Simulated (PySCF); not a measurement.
# CH₅NSSi: spin-spin couplings and electronic excitations at several levels of theory, part 2 of 2

PySCF 2.14.0. Atoms count from 0.

## Step 7: Ultraviolet spectrum: PBE/def2-SVPD

What the job is given:

```
{"job": {"kind": "uv", "xc": "PBE", "basis": "def2-SVPD", "ip": true}, "charge": 0, "multiplicity": 1}
N      2.068488     0.170683    -0.273788
C      1.049741     0.161271     0.489238
Si    -0.648707    -0.571884     0.063888
S     -2.204123     0.889939     0.293238
H      1.857560    -0.292071    -1.168738
H      1.167290     0.643228     1.479288
H     -0.542869    -1.090351    -1.336304
H     -1.026460    -1.666791     1.002961
H     -1.668985     1.755820    -0.596242
```

With the program's defaults for keys left out, this is: TDDFT PBE/def2-SVPD, vertical, gas phase, core orbitals frozen in the response.

Log:

```text
coarse grid: 8496 points
cycle   1  E = -782.6874246549  dE =  1.663e-01  |g| = 3.643e-01  |ddm| = 3.897e+00
cycle   2  E = -782.5807977171  dE =  1.066e-01  |g| = 7.413e-01  |ddm| = 3.354e+00
cycle   3  E = -782.7148827473  dE = -1.341e-01  |g| = 2.003e-01  |ddm| = 2.438e+00
cycle   4  E = -782.7248837575  dE = -1.000e-02  |g| = 3.942e-02  |ddm| = 2.422e-01
cycle   5  E = -782.7252961759  dE = -4.124e-04  |g| = 9.559e-03  |ddm| = 6.711e-02
cycle   6  E = -782.7253279612  dE = -3.179e-05  |g| = 2.933e-03  |ddm| = 2.079e-02
cycle   7  E = -782.7253308151  dE = -2.854e-06  |g| = 6.939e-04  |ddm| = 6.515e-03
final grid: 72736 points
cycle   8  E = -782.8312625764  dE = -7.910e-06  |g| = 9.410e-03  |ddm| = 5.850e-02
cycle   9  E = -782.8311873644  dE =  7.521e-05  |g| = 1.924e-02  |ddm| = 7.018e-02
cycle  10  E = -782.8312805052  dE = -9.314e-05  |g| = 4.627e-03  |ddm| = 5.115e-02
cycle  11  E = -782.8312858959  dE = -5.391e-06  |g| = 4.591e-04  |ddm| = 4.843e-03
cycle  12  E = -782.8312859784  dE = -8.245e-08  |g| = 1.092e-04  |ddm| = 1.154e-03
cycle  13  E = -782.8312859823  dE = -3.945e-09  |g| = 2.524e-05  |ddm| = 2.608e-04
cycle  14  E = -782.8312859825  dE = -2.018e-10  |g| = 5.807e-06  |ddm| = 4.778e-05
converged SCF energy = -782.8312859825

Static polarisability (au): isotropic 72.889, principal 61.384 65.866 91.418

Singlet excitations
state   eV       nm        f      main configurations
  1   3.8506    322.0   0.00587   H->L 0.96
  2   4.4140    280.9   0.00522   H-1->L 0.95
  3   5.1659    240.0   0.00076   H->L+1 0.99
  4   5.4237    228.6   0.00885   H->L+2 0.99
  5   5.9008    210.1   0.01290   H->L+3 0.87, H-2->L 0.09
  6   5.9944    206.8   0.01129   H-1->L+1 0.96
  7   6.1468    201.7   0.02698   H-1->L+2 0.49, H-3->L 0.22, H-2->L 0.21
  8   6.2656    197.9   0.03222   H-1->L+2 0.39, H-3->L 0.33, H->L+4 0.12
  9   6.3652    194.8   0.01794   H->L+4 0.83, H-3->L 0.09
 10   6.4369    192.6   0.00498   H->L+5 0.64, H-3->L 0.15, H-4->L 0.08

Triplet excitations (Tamm-Dancoff, eV): 3.1236 4.1573 4.9390 5.0458
Vertical ionisation energy (delta-SCF) = 8.9134 eV
Vertical electron affinity (delta-SCF) = -0.2170 eV
```

Run time: 46 s. Hardware: 1 thread of Arm Neoverse V1, shared host; peak memory 0.5 GiB.

This run: HOMO -6.00 eV, LUMO -2.48 eV; lowest singlet 3.85 eV.

## Step 8: Excited states and response: B3LYP/def2-SVPD

The job, as its differences from that of step 7:

```diff
@@ -1,2 +1,2 @@
-{"job": {"kind": "uv", "xc": "PBE", "basis": "def2-SVPD", "ip": true}, "charge": 0, "multiplicity": 1}
+{"job": {"kind": "uv", "xc": "B3LYP", "basis": "def2-SVPD", "ip": true}, "charge": 0, "multiplicity": 1}
 N      2.068488     0.170683    -0.273788
```

Method: TDDFT B3LYP/def2-SVPD, vertical, gas phase, core orbitals frozen in the response.

Log:

```text
coarse grid: 8496 points
cycle   1  E = -783.1940340864  dE =  1.709e-01  |g| = 3.503e-01  |ddm| = 3.829e+00
cycle   2  E = -783.1380563686  dE =  5.598e-02  |g| = 5.995e-01  |ddm| = 2.277e+00
cycle   3  E = -783.2255786228  dE = -8.752e-02  |g| = 1.091e-01  |ddm| = 1.501e+00
cycle   4  E = -783.2283988449  dE = -2.820e-03  |g| = 2.898e-02  |ddm| = 1.541e-01
cycle   5  E = -783.2286243051  dE = -2.255e-04  |g| = 3.377e-03  |ddm| = 4.647e-02
cycle   6  E = -783.2286280169  dE = -3.712e-06  |g| = 1.354e-03  |ddm| = 8.520e-03
final grid: 72736 points
cycle   7  E = -783.3131515006  dE = -1.052e-05  |g| = 3.123e-03  |ddm| = 3.421e-02
cycle   8  E = -783.3131482882  dE =  3.212e-06  |g| = 4.794e-03  |ddm| = 1.809e-02
cycle   9  E = -783.3131539010  dE = -5.613e-06  |g| = 9.808e-04  |ddm| = 1.182e-02
cycle  10  E = -783.3131541380  dE = -2.371e-07  |g| = 1.257e-04  |ddm| = 1.202e-03
cycle  11  E = -783.3131541417  dE = -3.631e-09  |g| = 3.498e-05  |ddm| = 1.907e-04
cycle  12  E = -783.3131541420  dE = -3.769e-10  |g| = 1.240e-05  |ddm| = 8.044e-05
converged SCF energy = -783.3131541420

Static polarisability (au): isotropic 70.416, principal 60.178 63.809 87.260

Singlet excitations
state   eV       nm        f      main configurations
  1   4.1450    299.1   0.00245   H->L 0.92
  2   5.1576    240.4   0.01395   H-1->L 0.92
  3   5.8356    212.5   0.00120   H->L+1 0.87, H-1->L+1 0.10
  4   6.0889    203.6   0.01087   H->L+2 0.94
  5   6.3628    194.9   0.00283   H-1->L+1 0.63, H->L+3 0.21, H->L+1 0.09
  6   6.6527    186.4   0.02489   H->L+3 0.53, H-1->L+1 0.23, H-1->L+2 0.17
  7   6.7395    184.0   0.00124   H-1->L+2 0.65, H-2->L 0.16, H->L+3 0.12
  8   6.9849    177.5   0.04574   H->L+5 0.35, H-2->L 0.18, H->L+4 0.16
  9   7.0766    175.2   0.05069   H->L+4 0.66, H-2->L 0.14
 10   7.1429    173.6   0.01335   H-1->L+3 0.74, H-3->L 0.12

Triplet excitations (Tamm-Dancoff, eV): 3.3501 4.7400 5.0271 5.5223
Vertical ionisation energy (delta-SCF) = 9.2990 eV
Vertical electron affinity (delta-SCF) = -0.3274 eV
```

Run time: 41 s. Hardware: 1 thread of Arm Neoverse V1, shared host; peak memory 0.6 GiB.

This run: HOMO -7.14 eV, LUMO -1.65 eV; lowest singlet 4.14 eV.

## Step 9: Ultraviolet spectrum: PBE0/def2-SVPD

The job, as its differences from that of step 8:

```diff
@@ -1,2 +1,2 @@
-{"job": {"kind": "uv", "xc": "B3LYP", "basis": "def2-SVPD", "ip": true}, "charge": 0, "multiplicity": 1}
+{"job": {"kind": "uv", "xc": "PBE0", "basis": "def2-SVPD", "ip": true}, "charge": 0, "multiplicity": 1}
 N      2.068488     0.170683    -0.273788
```

Level: TDDFT PBE0/def2-SVPD, vertical, gas phase, core orbitals frozen in the response.

Log:

```text
coarse grid: 8496 points
cycle   1  E = -782.7902534595  dE =  1.670e-01  |g| = 3.170e-01  |ddm| = 3.778e+00
cycle   2  E = -782.7552115185  dE =  3.504e-02  |g| = 5.061e-01  |ddm| = 1.822e+00
cycle   3  E = -782.8170819302  dE = -6.187e-02  |g| = 8.790e-02  |ddm| = 1.168e+00
cycle   4  E = -782.8188920482  dE = -1.810e-03  |g| = 2.571e-02  |ddm| = 1.311e-01
cycle   5  E = -782.8190693577  dE = -1.773e-04  |g| = 2.843e-03  |ddm| = 4.208e-02
cycle   6  E = -782.8190718575  dE = -2.500e-06  |g| = 1.186e-03  |ddm| = 7.790e-03
final grid: 72736 points
cycle   7  E = -782.8990177677  dE = -1.172e-05  |g| = 5.391e-03  |ddm| = 4.132e-02
cycle   8  E = -782.8990116947  dE =  6.073e-06  |g| = 7.246e-03  |ddm| = 2.870e-02
cycle   9  E = -782.8990253052  dE = -1.361e-05  |g| = 1.367e-03  |ddm| = 1.770e-02
cycle  10  E = -782.8990257438  dE = -4.386e-07  |g| = 1.897e-04  |ddm| = 1.927e-03
cycle  11  E = -782.8990257531  dE = -9.295e-09  |g| = 3.751e-05  |ddm| = 2.893e-04
cycle  12  E = -782.8990257535  dE = -4.349e-10  |g| = 1.134e-05  |ddm| = 7.455e-05
converged SCF energy = -782.8990257535

Static polarisability (au): isotropic 69.727, principal 59.619 63.191 86.370

Singlet excitations
state   eV       nm        f      main configurations
  1   4.1698    297.3   0.00202   H->L 0.90
  2   5.3619    231.2   0.01596   H-1->L 0.90
  3   6.0374    205.4   0.00115   H->L+1 0.80, H-1->L+1 0.14
  4   6.2737    197.6   0.00939   H->L+2 0.92
  5   6.5667    188.8   0.00294   H-1->L+1 0.45, H->L+3 0.34, H->L+1 0.12
  6   6.8780    180.3   0.02281   H->L+3 0.44, H-1->L+1 0.35, H-1->L+2 0.09
  7   6.9472    178.5   0.00303   H-1->L+2 0.71, H-2->L 0.14
  8   7.1433    173.6   0.03189   H->L+5 0.35, H->L+4 0.25, H-2->L 0.14
  9   7.3025    169.8   0.05775   H->L+4 0.41, H-1->L+3 0.26, H-2->L 0.17
 10   7.3293    169.2   0.02290   H-1->L+3 0.41, H-3->L 0.39, H->L+4 0.09

Triplet excitations (Tamm-Dancoff, eV): 3.3035 4.7029 5.1563 5.6602
Vertical ionisation energy (delta-SCF) = 9.3333 eV
Vertical electron affinity (delta-SCF) = -0.3608 eV
```

Run time: 42 s. Hardware: 1 thread of Arm Neoverse V1, shared host; peak memory 0.6 GiB.

This run: HOMO -7.35 eV, LUMO -1.44 eV; lowest singlet 4.17 eV.

## Step 10: Excited states and response: BHandHLYP/def2-SVPD

The job, as its differences from that of step 9:

```diff
@@ -1,2 +1,2 @@
-{"job": {"kind": "uv", "xc": "PBE0", "basis": "def2-SVPD", "ip": true}, "charge": 0, "multiplicity": 1}
+{"job": {"kind": "uv", "xc": "BHandHLYP", "basis": "def2-SVPD", "ip": true}, "charge": 0, "multiplicity": 1}
 N      2.068488     0.170683    -0.273788
```

Level: TDDFT BHandHLYP/def2-SVPD, vertical, gas phase, core orbitals frozen in the response.

Log:

```text
coarse grid: 8496 points
cycle   1  E = -783.1169727096  dE =  1.833e-01  |g| = 3.449e-01  |ddm| = 3.738e+00
cycle   2  E = -783.1163425593  dE =  6.302e-04  |g| = 4.008e-01  |ddm| = 1.314e+00
cycle   3  E = -783.1543957516  dE = -3.805e-02  |g| = 6.083e-02  |ddm| = 8.153e-01
cycle   4  E = -783.1552746617  dE = -8.789e-04  |g| = 2.577e-02  |ddm| = 1.235e-01
cycle   5  E = -783.1554672353  dE = -1.926e-04  |g| = 3.227e-03  |ddm| = 5.677e-02
cycle   6  E = -783.1554717915  dE = -4.556e-06  |g| = 1.243e-03  |ddm| = 9.290e-03
final grid: 72736 points
cycle   7  E = -783.2095841344  dE = -5.076e-06  |g| = 8.129e-04  |ddm| = 2.283e-02
cycle   8  E = -783.2095842746  dE = -1.402e-07  |g| = 5.124e-04  |ddm| = 3.889e-03
cycle   9  E = -783.2095843466  dE = -7.202e-08  |g| = 8.544e-05  |ddm| = 9.710e-04
cycle  10  E = -783.2095843491  dE = -2.457e-09  |g| = 2.796e-05  |ddm| = 3.933e-04
cycle  11  E = -783.2095843494  dE = -2.549e-10  |g| = 9.180e-06  |ddm| = 6.150e-05
converged SCF energy = -783.2095843494

Static polarisability (au): isotropic 67.630, principal 58.517 61.303 83.070

Singlet excitations
state   eV       nm        f      main configurations
  1   4.4040    281.5   0.00112   H->L 0.62, H-1->L 0.26
  2   6.1338    202.1   0.03261   H-1->L 0.56, H->L 0.31
  3   6.2721    197.7   0.00081   H->L+1 0.53, H-1->L+1 0.20
  4   6.9874    177.4   0.01307   H->L+2 0.73
  5   7.2112    171.9   0.00678   H->L+1 0.30, H->L+3 0.27, H-1->L+1 0.16
  6   7.5331    164.6   0.00428   H-1->L+2 0.58, H->L+4 0.14
  7   7.5896    163.4   0.05540   H-2->L 0.34, H-1->L+1 0.24, H->L+3 0.20
  8   7.8422    158.1   0.13331   H-2->L 0.26, H-1->L+1 0.16, H->L+7 0.16
  9   7.8715    157.5   0.08957   H->L+6 0.21, H-2->L 0.14, H->L+7 0.11
 10   8.0612    153.8   0.01426   H->L+4 0.35, H-1->L+3 0.21, H->L+5 0.12

Triplet excitations (Tamm-Dancoff, eV): 3.5419 4.5626 5.7707 5.8473
Vertical ionisation energy (delta-SCF) = 9.6151 eV
```

Wall time 35 s (1 thread of Arm Neoverse V1, shared host); peak memory 0.6 GiB.

This run: HOMO -8.60 eV, LUMO -0.31 eV; lowest singlet 4.40 eV.

## Step 11: TDDFT and polarisability: CAM-B3LYP/def2-SVPD

The job, as its differences from that of step 10:

```diff
@@ -1,2 +1,2 @@
-{"job": {"kind": "uv", "xc": "BHandHLYP", "basis": "def2-SVPD", "ip": true}, "charge": 0, "multiplicity": 1}
+{"job": {"kind": "uv", "xc": "CAM-B3LYP", "basis": "def2-SVPD", "ip": true}, "charge": 0, "multiplicity": 1}
 N      2.068488     0.170683    -0.273788
```

Method: TDDFT CAM-B3LYP/def2-SVPD, vertical, gas phase, core orbitals frozen in the response.

Log:

```text
coarse grid: 8496 points
cycle   1  E = -783.1075474014  dE =  1.715e-01  |g| = 3.721e-01  |ddm| = 3.787e+00
cycle   2  E = -783.0967413129  dE =  1.081e-02  |g| = 4.775e-01  |ddm| = 1.711e+00
cycle   3  E = -783.1491100376  dE = -5.237e-02  |g| = 6.565e-02  |ddm| = 9.733e-01
cycle   4  E = -783.1501407321  dE = -1.031e-03  |g| = 2.528e-02  |ddm| = 1.409e-01
cycle   5  E = -783.1503186960  dE = -1.780e-04  |g| = 3.313e-03  |ddm| = 5.016e-02
cycle   6  E = -783.1503235806  dE = -4.885e-06  |g| = 1.051e-03  |ddm| = 1.189e-02
final grid: 72736 points
cycle   7  E = -783.2360828831  dE = -8.532e-06  |g| = 1.479e-03  |ddm| = 2.393e-02
cycle   8  E = -783.2360829069  dE = -2.379e-08  |g| = 1.572e-03  |ddm| = 7.983e-03
cycle   9  E = -783.2360834470  dE = -5.401e-07  |g| = 2.940e-04  |ddm| = 3.811e-03
cycle  10  E = -783.2360834660  dE = -1.895e-08  |g| = 1.156e-04  |ddm| = 5.408e-04
cycle  11  E = -783.2360834694  dE = -3.431e-09  |g| = 1.572e-05  |ddm| = 1.832e-04
cycle  12  E = -783.2360834695  dE = -1.019e-10  |g| = 4.522e-06  |ddm| = 4.814e-05
converged SCF energy = -783.2360834695

Static polarisability (au): isotropic 68.945, principal 59.507 62.624 84.704

Singlet excitations
state   eV       nm        f      main configurations
  1   4.2642    290.8   0.00109   H->L 0.76, H-1->L 0.15
  2   5.9002    210.1   0.02937   H-1->L 0.69, H->L 0.18
  3   6.1182    202.6   0.00079   H->L+1 0.48, H-1->L+1 0.28
  4   6.6597    186.2   0.00809   H->L+2 0.73
  5   6.8897    180.0   0.00447   H->L+1 0.33, H->L+3 0.24, H-1->L+1 0.15
  6   7.2278    171.5   0.00781   H-1->L+2 0.61, H-1->L+1 0.11, H->L+4 0.09
  7   7.3570    168.5   0.01099   H->L+3 0.22, H-2->L 0.21, H-1->L+1 0.20
  8   7.5643    163.9   0.02064   H->L+7 0.28, H->L+6 0.20, H->L+3 0.15
  9   7.6574    161.9   0.11806   H-2->L 0.40, H-1->L+3 0.23
 10   7.8088    158.8   0.02142   H->L+4 0.34, H-1->L+3 0.33

Triplet excitations (Tamm-Dancoff, eV): 3.4350 4.7785 5.5839 5.7125
Vertical ionisation energy (delta-SCF) = 9.6221 eV
Vertical electron affinity (delta-SCF) = -0.4565 eV
```

Run time: 50 s. Hardware: 1 thread of Arm Neoverse V1, shared host; peak memory 0.64 GiB.

Key values: HOMO -8.72 eV, LUMO -0.27 eV; lowest singlet 4.26 eV.

## Step 12: Side by side: spin-spin couplings

Couplings (Hz), each a mean over the pairs like the one named, with basis size and wall time:

| run | Si2–H6 | C1–H5 | C1–Si2 | N0–H4 | Si2–H5 | H4–H5 | S3–H8 | functions | time |
| --- | --- | --- | --- | --- | --- | --- | --- | --- | --- |
| B3LYP/def2-TZVP | -181.8 | 161.4 | -45.9 | -41.2 | -28.3 | 27.1 | 23.8 | 166 | 27 s |
| B3LYP/cc-pVTZ | -168.7 | 155.1 | -41.2 | -36.3 | -30.9 | 26.9 | 17.6 | 198 | 34 s |
| B3LYP/6-31G* | -193.6 | 168.7 | -54.9 | -46.4 | -28.1 | 28.3 | 25.6 | 74 | 9.1 s |

## Step 13: Comparing the runs: electronic excitations

Excitations and ground-state properties, with basis size and wall time:

| run | lowest singlet (eV) | brightest (eV) | f | gap (eV) | α (Å³) | μ (D) | functions | time |
| --- | --- | --- | --- | --- | --- | --- | --- | --- |
| HF/def2-SVPD | 4.75 | 7.86 | 0.351 | 12.46 | 9.66 | 1.27 | 131 | 9.3 s |
| LDA/def2-SVPD | 3.72 | 6.36 | 0.033 | 3.37 | 10.98 | 1.12 | 131 | 33 s |
| PBE/def2-SVPD | 3.85 | 6.27 | 0.032 | 3.53 | 10.80 | 1.05 | 131 | 46 s |
| B3LYP/def2-SVPD | 4.14 | 7.08 | 0.051 | 5.49 | 10.43 | 1.15 | 131 | 41 s |
| PBE0/def2-SVPD | 4.17 | 7.30 | 0.058 | 5.92 | 10.33 | 1.12 | 131 | 42 s |
| BHandHLYP/def2-SVPD | 4.40 | 7.84 | 0.133 | 8.29 | 10.02 | 1.22 | 131 | 35 s |
| CAM-B3LYP/def2-SVPD | 4.26 | 7.66 | 0.118 | 8.45 | 10.22 | 1.21 | 131 | 50 s |

## Step 14: Outcome

What follows sums up all 2 parts.

```
                                       quantity                        value
largest coupling of the table (B3LYP/def2-TZVP)   1J(Si,H) Si2–H6, -181.8 Hz
                  lowest singlet (HF/def2-SVPD)  4.75 eV (261 nm), f = 0.001
       brightest single state of those computed  state 4, 7.86 eV, f = 0.351
                                 lowest triplet                      3.79 eV
       range of J(Si2,H6), mean over like pairs          -193.6 to -168.7 Hz
                    range of the lowest singlet              3.72 to 4.75 eV
```

**Reading.** Single values in the summary come from the first run of each kind that ended normally (B3LYP/def2-TZVP; HF/def2-SVPD), which need not be the best level. Of the pairs tabulated at B3LYP/def2-TZVP, Si2–H6 (mean over like pairs) couples most strongly (-181.8 Hz; Fermi contact -182.1 Hz). Couplings across rotatable bonds belong to this one conformer; where others are populated, the observed values are averages. The lowest singlet, at 4.75 eV, is HOMO−1→LUMO 0.16, HOMO→LUMO 0.12 and is dark; of the 10 states computed, the strongest absorption comes from state 4 at 7.86 eV. The lowest triplet lies 0.96 eV below the lowest singlet (triplets in Tamm-Dancoff, singlets in full TDDFT). The coupling Si2–H6, as a mean over pairs of its kind, runs from -193.6 Hz (B3LYP/6-31G*) to -168.7 Hz (B3LYP/cc-pVTZ). The lowest singlet runs from 3.72 eV (LDA/def2-SVPD) to 4.75 eV (HF/def2-SVPD), while the orbital gap spans 3.37 to 12.46 eV: the excitation energy moves far less from run to run than the orbital gap does. The lowest state need not be the same one in every run. The runs solved for a few states only, so the brightest column depends on that window. Couplings from bases without tight functions are rough.
